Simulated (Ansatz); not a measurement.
**MgScAlO4: properties at the relaxed cell**

The task, for MgScAlO4: fit an equation of state.

Program: Ansatz 0.2.0. Level of theory: DFT PBEsol, scalar-relativistic, plane waves, PAW. These are calculated values, not measurements.

1 further run of the same task is left out (set aside as unsound or not needed).

**1. The starting structure**

The structure is trigonal, space group R3m (No. 160). Conventional cell: a = 3.240 Å, b = 3.240 Å, c = 24.827 Å, α = 90.00°, β = 90.00°, γ = 120.00°. Mg (site symmetry 3m) has 4 O at 1.95 to 1.98 Å as nearest neighbours. Around Sc (site symmetry 3m) lie 6 O at 2.13 Å. Al (site symmetry 3m) has 5 O at 1.85 to 1.87 Å as nearest neighbours. O (site symmetry 3m) has 3 Al at 1.87 Å as nearest neighbours. O (site symmetry 3m) has 1 Al at 1.87 Å and 3 Mg at 1.95 Å as nearest neighbours. Around O (site symmetry 3m) lie 1 Mg at 1.98 Å and 3 Sc at 2.13 Å. O (site symmetry 3m) is surrounded by 1 Al at 1.85 Å and 3 Sc at 2.13 Å.

Coordinates:

```cif
data_structure
_symmetry_space_group_name_H-M 'R3m:H'
_symmetry_Int_Tables_number 160
_cell_length_a 3.2396
_cell_length_b 3.2396
_cell_length_c 24.8269
_cell_angle_alpha 90.000
_cell_angle_beta 90.000
_cell_angle_gamma 120.000
_cell_volume 225.65
loop_
_atom_site_label
_atom_site_type_symbol
_atom_site_symmetry_multiplicity
_atom_site_Wyckoff_symbol
_atom_site_fract_x
_atom_site_fract_y
_atom_site_fract_z
_atom_site_occupancy
Mg1 Mg 3 a 0.00000 0.00000 0.21738 1
Sc1 Sc 3 a 0.00000 0.00000 0.00467 1
Al1 Al 3 a 0.66667 0.33333 0.11996 1
O1 O 3 a 0.00000 0.00000 0.12058 1
O2 O 3 a 0.66667 0.33333 0.19523 1
O3 O 3 a 0.00000 0.00000 0.29714 1
O4 O 3 a 0.66667 0.33333 0.04534 1
```

It goes back to an entry of the Materials Project, which need not be the stable form.

This cell was relaxed beforehand with the same method: volume 10.75 Å³/atom, gap on the mesh 4.28 eV.

**2. Point at V/V0 = 0.97**

File input.yaml:

```yaml
crystal:
  lattice:
    - [1.6034197283, 0.9257348117, 8.1920458025]
    - [-1.6034197283, 0.9257348117, 8.1920458025]
    - [0.0, -1.8514696235, 8.1920458025]
  atoms:
    - { symbol: Mg, position: [0.7826151588, 0.7826151588, 0.7826151588] }
    - { symbol: Sc, position: [0.9953320053, 0.9953320053, 0.9953320053] }
    - { symbol: Al, position: [0.2133729928, 0.2133729928, 0.2133729928] }
    - { symbol: O, position: [0.8794165106, 0.8794165106, 0.8794165106] }
    - { symbol: O, position: [0.1381043208, 0.1381043208, 0.1381043208] }
    - { symbol: O, position: [0.7028583064, 0.7028583064, 0.7028583064] }
    - { symbol: O, position: [0.2879973652, 0.2879973652, 0.2879973652] }
basis:
  ecutwfc: 420
kpoints:
  mp_grid: { grid: [9, 9, 9] }
hamiltonian:
  xc: pbesol
scf:
  occupations: { method: gaussian, width: 0.02 }
output:
  forces: true
  stress: true
  eigenvalues: true
relax:
  adjacent_minimum: "off"
  f_tol: 0.01
  max_steps: 30
  cell: { stress_tol: 0.1, fix: [volume] }
```

Launch:

```sh
> ansatz run input.yaml --threads 2 --pin off --max-ram 5120MiB --backend cpu --events-out ev --progress --plain --runs-dir out
```

**3. Volume × 1.03**

input.yaml: that of step 2 with these lines changed.

```diff
@@ -2,5 +2,5 @@
   lattice:
-    - [1.6034197283, 0.9257348117, 8.1920458025]
-    - [-1.6034197283, 0.9257348117, 8.1920458025]
-    - [0.0, -1.8514696235, 8.1920458025]
+    - [1.6358207756, 0.9444415651, 8.3575862777]
+    - [-1.6358207756, 0.9444415651, 8.3575862777]
+    - [0.0, -1.8888831303, 8.3575862777]
   atoms:
```

**4. The cell scaled to 0.94 of its volume**

File input.yaml:

```yaml
crystal:
  lattice:
    - [1.587546524, 0.916570413, 8.0982282625]
    - [-1.587546524, 0.916570413, 8.0982282625]
    - [0.0, -1.833140826, 8.0982282625]
  atoms:
    - { symbol: Mg, position: [0.7826070735, 0.7826070735, 0.7826070735] }
    - { symbol: Sc, position: [0.9955830851, 0.9955830851, 0.9955830851] }
    - { symbol: Al, position: [0.2132491485, 0.2132491485, 0.2132491485] }
    - { symbol: O, position: [0.8792995208, 0.8792995208, 0.8792995208] }
    - { symbol: O, position: [0.1377319041, 0.1377319041, 0.1377319041] }
    - { symbol: O, position: [0.7031762057, 0.7031762057, 0.7031762057] }
    - { symbol: O, position: [0.2880497222, 0.2880497222, 0.2880497222] }
basis:
  ecutwfc: 420
kpoints:
  mp_grid: { grid: [9, 9, 9] }
hamiltonian:
  xc: pbesol
scf:
  occupations: { method: gaussian, width: 0.02 }
output:
  forces: true
  stress: true
  eigenvalues: true
relax:
  adjacent_minimum: "off"
  f_tol: 0.01
  max_steps: 30
  cell: { stress_tol: 0.1, fix: [volume] }
```

**5. Volume × 1.06**

File input.yaml:

```yaml
crystal:
  lattice:
    - [1.6507960302, 0.9530875324, 8.4456701682]
    - [-1.6507960302, 0.9530875324, 8.4456701682]
    - [0.0, -1.9061750649, 8.4456701682]
  atoms:
    - { symbol: Mg, position: [0.7826672957, 0.7826672957, 0.7826672957] }
    - { symbol: Sc, position: [0.9950788424, 0.9950788424, 0.9950788424] }
    - { symbol: Al, position: [0.2134954859, 0.2134954859, 0.2134954859] }
    - { symbol: O, position: [0.8795278781, 0.8795278781, 0.8795278781] }
    - { symbol: O, position: [0.1384623398, 0.1384623398, 0.1384623398] }
    - { symbol: O, position: [0.7025312088, 0.7025312088, 0.7025312088] }
    - { symbol: O, position: [0.2879336092, 0.2879336092, 0.2879336092] }
basis:
  ecutwfc: 420
kpoints:
  mp_grid: { grid: [9, 9, 9] }
hamiltonian:
  xc: pbesol
scf:
  occupations: { method: gaussian, width: 0.02 }
output:
  forces: true
  stress: true
  eigenvalues: true
relax:
  adjacent_minimum: "off"
  f_tol: 0.01
  max_steps: 30
  cell: { stress_tol: 0.1, fix: [volume] }
```

**6. Volume × 0.91**

File input.yaml:

```yaml
crystal:
  lattice:
    - [1.5715183036, 0.9073165156, 8.0005084491]
    - [-1.5715183036, 0.9073165156, 8.0005084491]
    - [0.0, -1.8146330312, 8.0005084491]
  atoms:
    - { symbol: Mg, position: [0.7827014723, 0.7827014723, 0.7827014723] }
    - { symbol: Sc, position: [0.9959025894, 0.9959025894, 0.9959025894] }
    - { symbol: Al, position: [0.2131349623, 0.2131349623, 0.2131349623] }
    - { symbol: O, position: [0.8790966623, 0.8790966623, 0.8790966623] }
    - { symbol: O, position: [0.1373031766, 0.1373031766, 0.1373031766] }
    - { symbol: O, position: [0.7034727967, 0.7034727967, 0.7034727967] }
    - { symbol: O, position: [0.2880850003, 0.2880850003, 0.2880850003] }
basis:
  ecutwfc: 420
kpoints:
  mp_grid: { grid: [9, 9, 9] }
hamiltonian:
  xc: pbesol
scf:
  occupations: { method: gaussian, width: 0.02 }
output:
  forces: true
  stress: true
  eigenvalues: true
relax:
  adjacent_minimum: "off"
  f_tol: 0.01
  max_steps: 30
  cell: { stress_tol: 0.1, fix: [volume] }
```

**7. Point at V/V0 = 1.10**

File input.yaml:

```yaml
crystal:
  lattice:
    - [1.6706370837, 0.96454277, 8.5574335131]
    - [-1.6706370837, 0.96454277, 8.5574335131]
    - [0.0, -1.92908554, 8.5574335131]
  atoms:
    - { symbol: Mg, position: [0.7827534118, 0.7827534118, 0.7827534118] }
    - { symbol: Sc, position: [0.994800535, 0.994800535, 0.994800535] }
    - { symbol: Al, position: [0.2136135251, 0.2136135251, 0.2136135251] }
    - { symbol: O, position: [0.8796494168, 0.8796494168, 0.8796494168] }
    - { symbol: O, position: [0.1388356669, 0.1388356669, 0.1388356669] }
    - { symbol: O, position: [0.7021859567, 0.7021859567, 0.7021859567] }
    - { symbol: O, position: [0.2878581476, 0.2878581476, 0.2878581476] }
basis:
  ecutwfc: 420
kpoints:
  mp_grid: { grid: [9, 9, 9] }
hamiltonian:
  xc: pbesol
scf:
  occupations: { method: gaussian, width: 0.02 }
output:
  forces: true
  stress: true
  eigenvalues: true
  write_density: true
  write_potential: true
  elf: true
  volumetric_format: npy
relax:
  adjacent_minimum: "off"
  f_tol: 0.01
  max_steps: 30
  cell: { stress_tol: 0.1, fix: [volume] }
```

**8. The cell scaled to 0.88 of its volume**

File input.yaml:

```yaml
crystal:
  lattice:
    - [1.5553147345, 0.8979613807, 7.8988011831]
    - [-1.5553147345, 0.8979613807, 7.8988011831]
    - [0.0, -1.7959227613, 7.8988011831]
  atoms:
    - { symbol: Mg, position: [0.7828246489, 0.7828246489, 0.7828246489] }
    - { symbol: Sc, position: [0.9961991925, 0.9961991925, 0.9961991925] }
    - { symbol: Al, position: [0.2130078702, 0.2130078702, 0.2130078702] }
    - { symbol: O, position: [0.8789070498, 0.8789070498, 0.8789070498] }
    - { symbol: O, position: [0.1368678515, 0.1368678515, 0.1368678515] }
    - { symbol: O, position: [0.7037712164, 0.7037712164, 0.7037712164] }
    - { symbol: O, position: [0.2881188306, 0.2881188306, 0.2881188306] }
basis:
  ecutwfc: 420
kpoints:
  mp_grid: { grid: [9, 9, 9] }
hamiltonian:
  xc: pbesol
scf:
  occupations: { method: gaussian, width: 0.02 }
output:
  forces: true
  stress: true
  eigenvalues: true
relax:
  adjacent_minimum: "off"
  f_tol: 0.01
  max_steps: 30
  cell: { stress_tol: 0.1, fix: [volume] }
```

(Steps that only read results are left out.)

**Question.** What will these runs give? Wanted: equilibrium volume of the fit; bulk modulus.

**Answer**, as computed:

```
                     quantity          value
equilibrium volume of the fit  10.75 Å³/atom
                 bulk modulus        173 GPa
      its pressure derivative            4.1
```

The fit puts the minimum at 10.75 Å³/atom with B = 173 GPa and B' = 4.1. The gap on the mesh goes from 4.98 eV at the smallest volume to 3.65 eV at the largest.
